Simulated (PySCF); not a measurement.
# CH4ClInSe (SMILES C[Se][InH][Cl]): levels of theory compared

We compute a comparison of 6 runs (HF/STO-3G, HF/def2-SVP, BP86/def2-SVP, PBE0/def2-SVP, PBE/def2-TZVP, CCSD(T)/def2-SVP) of CH4ClInSe. Input form: a Python script.

The results are computed with PySCF 2.14.0.

## Step 1: The molecule

CH4ClInSe has 8 atoms, charge 0, and is taken as a singlet. SMILES: `C[Se][InH][Cl]`. The shape is that of a PBE0-D4/def2-TZVP optimisation. This is one conformer, not always the lowest.

Bond lengths: C1–Se2 1.962 Å, Se2–In3 2.475 Å, In3–Cl4 2.344 Å, C1–H5 1.086 Å, C1–H6 1.089 Å, C1–H7 1.086 Å, In3–H8 1.701 Å. Angles: C1–Se2–In3 99.1°, Se2–In3–Cl4 111.2°, Se2–C1–H5 110.5°, Se2–C1–H6 105.6°, Se2–C1–H7 110.3°, Se2–In3–H8 131.3°, Cl4–In3–H8 117.6°, H5–C1–H6 110.0°, H5–C1–H7 110.2°, H6–C1–H7 110.0°.

## Step 2: Energy and gradient at HF/STO-3G (run 1)

File job.py:

```python
import pyscf.grad
from pyscf import gto

system = gto.M(
    atom=[
    ('C', (-0.381400, 1.400400, -0.335500)),
    ('Se', (0.417100, 0.722900, 1.323500)),
    ('In', (0.592400, -1.671800, 0.722200)),
    ('Cl', (-0.244100, -2.067200, -1.431300)),
    ('H', (-1.318900, 0.891700, -0.541500)),
    ('H', (-0.562100, 2.460000, -0.162900)),
    ('H', (0.306600, 1.270500, -1.166100)),
    ('H', (1.190300, -3.006500, 1.591700)),
],
    basis='sto-3g',
    charge=0,
    max_memory=1860,
    verbose=4,
)

mf = system.RHF()
mf.conv_tol = 1e-10
mf.kernel()
if not mf.converged:
    mf = mf.newton().run(mf.mo_coeff, mf.mo_occ)

e_final = mf.e_tot
print('Final energy', e_final)
grad = mf.Gradients().kernel()
dip = mf.dip_moment()
pop, q = mf.mulliken_pop()
```

On the command line:

```console
$ OMP_NUM_THREADS=1 python job.py
```

Log:

```text
PySCF version 2.14.0

[... 62 lines left out ...]
converged SCF energy = -8550.90220367779
Final energy -8550.90220367779
[... 11 lines left out ...]
Dipole moment(X, Y, Z, Debye):  0.83287, -0.26799,  1.81174
[... 33 lines left out ...]
pop of  2 In 3py          1.99815
pop of  2 In 3pz          1.99798
pop of  2 In 4px          1.98960
pop of  2 In 4py          1.99551
pop of  2 In 4pz          1.99280
pop of  2 In 5px          0.24109
pop of  2 In 5py          0.63499
pop of  2 In 5pz          0.42207
pop of  2 In 3dxy         1.99966
pop of  2 In 3dyz         1.99934
pop of  2 In 3dz^2        1.99953
pop of  2 In 3dxz         1.99959
pop of  2 In 3dx2-y2      1.99902
pop of  2 In 4dxy         1.98944
pop of  2 In 4dyz         1.98001
pop of  2 In 4dz^2        1.98520
pop of  2 In 4dxz         1.98699
pop of  2 In 4dx2-y2      1.96883
pop of  3 Cl 1s           1.99998
pop of  3 Cl 2s           1.99907
pop of  3 Cl 3s           1.99053
pop of  3 Cl 2px          1.99834
pop of  3 Cl 2py          1.99929
pop of  3 Cl 2pz          1.99367
pop of  3 Cl 3px          1.90065
pop of  3 Cl 3py          1.96315
pop of  3 Cl 3pz          1.64133
pop of  4 H 1s            0.92415
pop of  5 H 1s            0.92103
pop of  6 H 1s            0.92499
pop of  7 H 1s            1.15971
 ** Mulliken atomic charges  **
charge of    0C =     -0.24436
charge of    1Se =     -0.18009
charge of    2In =      0.84036
charge of    3Cl =     -0.48602
charge of    4H =      0.07585
charge of    5H =      0.07897
charge of    6H =      0.07501
charge of    7H =     -0.15971
```

It took 8.4 s on 1 thread of Intel Xeon at 2.70GHz, shared host; peak memory 0.13 GiB.

## Step 3: Energy and gradient at HF/def2-SVP (core potential) (run 2)

File run.py:

```python
from pyscf import gto, scf

mol = gto.Mole()
mol.atom = '''
C     -0.720742     2.646372    -0.634003
Se     0.788205     1.366083     2.501053
In     1.119474    -3.159244     1.364760
Cl    -0.461282    -3.906442    -2.704765
H     -2.492360     1.685069    -1.023287
H     -1.062215     4.648726    -0.307836
H      0.579390     2.400897    -2.203610
H      2.249341    -5.681462     3.007877
'''
mol.basis = 'def2-svp'
mol.verbose = 4
mol.ecp = {'In': 'def2-svp'}
mol.unit = 'bohr'
mol.spin = 0
mol.max_memory = 1860
mol.build()

mf = scf.RHF(mol)
mf.conv_tol = 1e-10
mf.kernel()
if not mf.converged:
    mf = mf.newton().run(mf.mo_coeff, mf.mo_occ)

e_tot = mf.e_tot
print(f'total energy: {e_tot:.8f} hartree')
grad = mf.nuc_grad_method().kernel()
mf.analyze()
```

On the command line:

```console
$ OMP_NUM_THREADS=1 python run.py
```

Log:

```text
PySCF version 2.14.0

[... 85 lines left out ...]
DFT Exchange-Correlation Energy =     -135.630305570553219
[... 11 lines left out ...]
MO #10  energy= -7.99399648176734  occ= 2
[... 9 lines left out ...]
MO #20  energy= -2.6173877252122   occ= 2
[... 9 lines left out ...]
MO #30  energy= -1.01798205203588  occ= 2
[... 9 lines left out ...]
MO #40  energy= -0.382100276425712 occ= 2
[... 9 lines left out ...]
MO #50  energy= 0.275651194037133  occ= 0
[... 9 lines left out ...]
MO #60  energy= 0.596027581181984  occ= 0
[... 9 lines left out ...]
MO #70  energy= 0.885806144552582  occ= 0
[... 9 lines left out ...]
MO #80  energy= 1.19576545521318   occ= 0
[... 9 lines left out ...]
MO #90  energy= 2.00090277592726   occ= 0
[... 9 lines left out ...]
MO #100 energy= 3.25081229252625   occ= 0
[... 9 lines left out ...]
MO #110 energy= 61.6429676917189   occ= 0
[... 82 lines left out ...]
pop of  3 Cl 3py          1.97243
pop of  3 Cl 3pz          1.81545
pop of  3 Cl 4px          0.00809
pop of  3 Cl 4py          0.00673
pop of  3 Cl 4pz          0.01382
pop of  3 Cl 3dxy         0.00117
pop of  3 Cl 3dyz         0.00530
pop of  3 Cl 3dz^2        0.00981
pop of  3 Cl 3dxz         0.00763
pop of  3 Cl 3dx2-y2      0.00110
pop of  4 H 1s            0.87885
pop of  4 H 2s            0.01054
pop of  4 H 2px           0.00146
pop of  4 H 2py           0.00047
pop of  4 H 2pz           0.00015
pop of  5 H 1s            0.88422
pop of  5 H 2s            0.00939
pop of  5 H 2px           0.00010
pop of  5 H 2py           0.00191
pop of  5 H 2pz           0.00006
pop of  6 H 1s            0.88016
pop of  6 H 2s            0.01085
pop of  6 H 2px           0.00071
pop of  6 H 2py           0.00015
pop of  6 H 2pz           0.00120
pop of  7 H 1s            1.48001
pop of  7 H 2s            0.01646
pop of  7 H 2px           0.00942
pop of  7 H 2py           0.01534
pop of  7 H 2pz           0.01049
 ** Mulliken atomic charges  **
charge of    0C =     -0.30990
charge of    1Se =     -0.64585
charge of    2In =      1.93551
charge of    3Cl =     -0.76784
charge of    4H =      0.10854
charge of    5H =      0.10432
charge of    6H =      0.10693
charge of    7H =     -0.53172
Dipole moment(X, Y, Z, Debye):  0.43113,  0.30416,  1.09485
```

It took 27 s on 1 thread of Intel Xeon at 2.70GHz, shared host; peak memory 0.26 GiB.

## Step 4: Energy and forces at BP86/def2-SVP (core potential) (run 3)

File input.py:

```python
from pyscf import gto, dft

mol = gto.M(
    atom='''
C       -0.381400       1.400400      -0.335500
Se       0.417100       0.722900       1.323500
In       0.592400      -1.671800       0.722200
Cl      -0.244100      -2.067200      -1.431300
H       -1.318900       0.891700      -0.541500
H       -0.562100       2.460000      -0.162900
H        0.306600       1.270500      -1.166100
H        1.190300      -3.006500       1.591700
''',
    verbose=4,
    charge=0,
    max_memory=1860,
    basis='def2-svp',
    ecp={'In': 'def2-svp'},
)

mf = dft.RKS(mol, xc='bp86')
mf.grids.level = 5
mf.conv_tol = 1e-10
mf.kernel()
if not mf.converged:
    mf = mf.newton().run(mf.mo_coeff, mf.mo_occ)

energy = mf.e_tot
print(f'total energy: {energy:.8f} hartree')
grad = mf.nuc_grad_method().kernel()
mf.analyze()
```

On the command line:

```console
$ OMP_NUM_THREADS=1 python input.py
```

Log:

```text
PySCF version 2.14.0

[... 105 lines left out ...]
DFT Exchange-Correlation Energy =     -139.486263945108306
[... 11 lines left out ...]
MO #10  energy= -6.9830586771577   occ= 2
[... 9 lines left out ...]
MO #20  energy= -1.98016334267733  occ= 2
[... 9 lines left out ...]
MO #30  energy= -0.690483070216448 occ= 2
[... 9 lines left out ...]
MO #40  energy= -0.249486252514577 occ= 2
[... 9 lines left out ...]
MO #50  energy= 0.123132314780252  occ= 0
[... 9 lines left out ...]
MO #60  energy= 0.383745203197307  occ= 0
[... 9 lines left out ...]
MO #70  energy= 0.617063953727126  occ= 0
[... 9 lines left out ...]
MO #80  energy= 0.88539642213186   occ= 0
[... 9 lines left out ...]
MO #90  energy= 1.65743774750019   occ= 0
[... 9 lines left out ...]
MO #100 energy= 2.81008841362105   occ= 0
[... 9 lines left out ...]
MO #110 energy= 61.2047568464385   occ= 0
[... 82 lines left out ...]
pop of  3 Cl 3py          1.95875
pop of  3 Cl 3pz          1.77012
pop of  3 Cl 4px          0.00827
pop of  3 Cl 4py          0.00703
pop of  3 Cl 4pz          0.01304
pop of  3 Cl 3dxy         0.00131
pop of  3 Cl 3dyz         0.00601
pop of  3 Cl 3dz^2        0.00992
pop of  3 Cl 3dxz         0.00797
pop of  3 Cl 3dx2-y2      0.00122
pop of  4 H 1s            0.86256
pop of  4 H 2s            0.01021
pop of  4 H 2px           0.00075
pop of  4 H 2py           0.00036
pop of  4 H 2pz           0.00014
pop of  5 H 1s            0.86822
pop of  5 H 2s            0.00841
pop of  5 H 2px           0.00009
pop of  5 H 2py           0.00104
pop of  5 H 2pz           0.00011
pop of  6 H 1s            0.86358
pop of  6 H 2s            0.01043
pop of  6 H 2px           0.00041
pop of  6 H 2py           0.00019
pop of  6 H 2pz           0.00062
pop of  7 H 1s            1.40013
pop of  7 H 2s            0.01397
pop of  7 H 2px           0.01085
pop of  7 H 2py           0.01570
pop of  7 H 2pz           0.01150
 ** Mulliken atomic charges  **
charge of    0C =     -0.36716
charge of    1Se =     -0.55882
charge of    2In =      1.69425
charge of    3Cl =     -0.68902
charge of    4H =      0.12598
charge of    5H =      0.12215
charge of    6H =      0.12477
charge of    7H =     -0.45215
Dipole moment(X, Y, Z, Debye):  0.26658,  0.76794,  0.90787
```

Wall time 65 s (1 thread of Intel Xeon at 2.70GHz, shared host); peak memory 1.1 GiB.

Runs 4 to 5 aren't shown in full; the table further down has their settings and results.

## Step 5: The energy at CCSD(T)/def2-SVP (core potential) (run 6)

File geometry.xyz:

```xyz
8

C     -0.381400     1.400400    -0.335500
Se     0.417100     0.722900     1.323500
In     0.592400    -1.671800     0.722200
Cl    -0.244100    -2.067200    -1.431300
H     -1.318900     0.891700    -0.541500
H     -0.562100     2.460000    -0.162900
H      0.306600     1.270500    -1.166100
H      1.190300    -3.006500     1.591700
```

File job.py:

```python
# C[Se][InH][Cl]
from pyscf import gto, cc

molecule = gto.Mole()
molecule.atom = 'geometry.xyz'
molecule.verbose = 4
molecule.basis = 'def2-svp'
molecule.max_memory = 1860
molecule.ecp = {'In': 'def2-svp'}
molecule.build()

mf = molecule.RHF()
mf.conv_tol = 1e-10
mf.kernel()
if not mf.converged:
    mf = mf.newton().run(mf.mo_coeff, mf.mo_occ)

mycc = cc.CCSD(mf, frozen=19)
mycc.kernel()
e_t = mycc.ccsd_t()
etot = mycc.e_tot + e_t
print(f'total energy: {etot:.8f} hartree')
mf.analyze()
```

On the command line:

```console
$ OMP_NUM_THREADS=1 python job.py
```

Log:

```text
PySCF version 2.14.0

[... 104 lines left out ...]
DFT Exchange-Correlation Energy =     -135.630305732193392
[... 12 lines left out ...]
MO #11  energy= -7.99200290680038  occ= 2
[... 10 lines left out ...]
MO #22  energy= -2.61151014110384  occ= 2
[... 10 lines left out ...]
MO #33  energy= -0.599461076014173 occ= 2
[... 10 lines left out ...]
MO #44  energy= 0.0976617369235895 occ= 0
[... 10 lines left out ...]
MO #55  energy= 0.456856558034026  occ= 0
[... 10 lines left out ...]
MO #66  energy= 0.823648046789582  occ= 0
[... 10 lines left out ...]
MO #77  energy= 1.09817570662677   occ= 0
[... 10 lines left out ...]
MO #88  energy= 1.78509537170144   occ= 0
[... 10 lines left out ...]
MO #99  energy= 3.04618445561808   occ= 0
[... 10 lines left out ...]
MO #110 energy= 61.6429676929378   occ= 0
[... 82 lines left out ...]
pop of  3 Cl 3py          1.97243
pop of  3 Cl 3pz          1.81545
pop of  3 Cl 4px          0.00809
pop of  3 Cl 4py          0.00673
pop of  3 Cl 4pz          0.01382
pop of  3 Cl 3dxy         0.00117
pop of  3 Cl 3dyz         0.00530
pop of  3 Cl 3dz^2        0.00981
pop of  3 Cl 3dxz         0.00763
pop of  3 Cl 3dx2-y2      0.00110
pop of  4 H 1s            0.87885
pop of  4 H 2s            0.01054
pop of  4 H 2px           0.00146
pop of  4 H 2py           0.00047
pop of  4 H 2pz           0.00015
pop of  5 H 1s            0.88422
pop of  5 H 2s            0.00939
pop of  5 H 2px           0.00010
pop of  5 H 2py           0.00191
pop of  5 H 2pz           0.00006
pop of  6 H 1s            0.88016
pop of  6 H 2s            0.01085
pop of  6 H 2px           0.00071
pop of  6 H 2py           0.00015
pop of  6 H 2pz           0.00120
pop of  7 H 1s            1.48001
pop of  7 H 2s            0.01646
pop of  7 H 2px           0.00942
pop of  7 H 2py           0.01534
pop of  7 H 2pz           0.01049
 ** Mulliken atomic charges  **
charge of    0C =     -0.30990
charge of    1Se =     -0.64585
charge of    2In =      1.93551
charge of    3Cl =     -0.76784
charge of    4H =      0.10854
charge of    5H =      0.10432
charge of    6H =      0.10693
charge of    7H =     -0.53172
Dipole moment(X, Y, Z, Debye):  0.43113,  0.30416,  1.09486
```

It took 2.2 min on 1 thread of Intel Xeon at 2.70GHz, shared host; peak memory 0.84 GiB.

## Step 6: Overview of the runs

| run | level | core potential | integration grid | energy (Eh) | dipole moment (D) of the reference | HOMO energy (eV) | LUMO energy (eV) | wall time |
| --- | --- | --- | --- | --- | --- | --- | --- | --- |
| 1 | HF/STO-3G | – | – | -8550.902204 | 2.01 | -7.02 | 4.98 | 8.4 s |
| 2 | HF/def2-SVP (core potential) | def2-svp | – | -3088.357858 | 1.22 | -9.35 | 1.06 | 27 s |
| 3 | BP86/def2-SVP (core potential) | def2-svp | 5 | -3092.434931 | 1.22 | -5.87 | -2.22 | 65 s |
| 4 | PBE0/def2-SVP (core potential) | def2-svp | 5 | -3091.520372 | 1.22 | -6.88 | -1.48 | 85 s |
| 5 | PBE/def2-TZVP (core potential) | def2-svp | 5 | -3091.904798 | 1.34 | -5.90 | -2.26 | 3.5 min |
| 6 | CCSD(T)/def2-SVP (core potential) | def2-svp | – | -3089.009642 | 1.22 | -9.35 | 1.06 | 2.2 min |

## Step 7: Outcome

```
                                           quantity           value
                                run 6: total energy  -3089.00964 Eh
        run 6: dipole moment (Hartree–Fock density)          1.22 D
         run 6: HOMO energy (Hartree–Fock orbitals)        -9.35 eV
         run 6: LUMO energy (Hartree–Fock orbitals)         1.06 eV
       run 6: HOMO–LUMO gap (Hartree–Fock orbitals)        10.41 eV
run 6: correlation energy (19 core orbitals frozen)      -651.8 mEh
                              run 6: (T) correction      -17.66 mEh
                               run 6: T1 diagnostic           0.010
```

What this shows: Over runs 1, 2, 3, 4, 5 the dipole moment (its size) runs from 1.22 D (HF/def2-SVP) to 2.01 D (HF/STO-3G). The two ends differ in basis and core potential. Over runs 1, 2, 3, 4, 5 the HOMO–LUMO gap runs from 3.64 eV (PBE/def2-TZVP) to 12.00 eV (HF/STO-3G). The two ends differ in method and basis and core potential. Totals of different functionals can't be ranked against each other. Some runs of one species differ in core potentials or relativity; totals across that change don't compare. In run 1 the basis is minimal, so the values are rough. In run 1 relativity is left out where basis or elements ask for it. All runs together took 8.8 min, the longest 3.5 min.
